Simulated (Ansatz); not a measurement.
Crystal: Ca2CuS2O2.

```xyz
7
Lattice="3.8625 0.0000 0.0000 0.0000 3.8625 0.0000 0.0000 0.0000 7.7455" Properties=species:S:1:pos:R:3 pbc="T T T"
Cu    0.0000    0.0000    3.8727
Ca    1.9312    1.9312    2.2608
Ca    1.9312    1.9312    5.4847
S     0.0000    0.0000    1.0713
S     0.0000    0.0000    6.6742
O     1.9312    0.0000    3.8727
O     0.0000    1.9312    3.8727
```

The cell comes from a database or a generator and needn't be the stable form of this composition.

```yaml
Program: Ansatz 0.2.0
Task: single point
Functional: PBE
Potentials_or_basis: Ansatz PAW
Cutoff: "420 eV (not typed: the program's choice for these potentials)"
k_mesh: 7 × 7 × 4
Occupations: fermi-dirac, width 0.05 eV
Spin: no spin polarisation
```

On this cell: pressure 0.1 GPa; largest force 0.168 eV/Å; band gap on the k mesh none (metal or under the smearing width).

The same run follows on a disturbed copy (atoms moved at random, drawn with an rms of 0.05 Å):

```
Cu Ca S O
1.0
     3.86250    0.00000    0.00000
     0.00000    3.86250    0.00000
     0.00000    0.00000    7.74547
Cu Ca S O
1 2 2 2
Direct
  0.99199 0.98920 0.50554
  0.49930 0.49834 0.28459
  0.49622 0.50383 0.71042
  0.99064 0.01636 0.13871
  0.99286 0.98717 0.86335
  0.49693 0.98891 0.50091
  0.00233 0.49271 0.49568
```

Q: What does the disturbed cell give?

A: The energy (extrapolated to zero smearing) moves by +7.5 meV/atom; pressure -0.2 GPa; largest force 0.568 eV/Å; band gap on the k mesh none (metal or under the smearing width).

Forces on the atoms (eV/Å):
```
Cu   0.350  0.273 -0.177
Ca  -0.097  0.114  0.548
Ca  -0.041 -0.235 -0.417
S    0.075 -0.171  0.112
S    0.020  0.136 -0.220
O   -0.192  0.052  0.048
O   -0.114 -0.170  0.106
```

Stress tensor (GPa, compression positive):
```
-0.01 -0.02  0.00
-0.02 -0.18  0.22
 0.00  0.22 -0.29
```

Caveats: an odd number of electrons without spin polarisation forces a metal; a magnetic or distorted state may lie lower; the run has no spin polarisation, though such a crystal can be magnetic; semilocal functionals often make such compounds metallic where correlation or magnetic order opens a gap, which also shifts bond lengths.
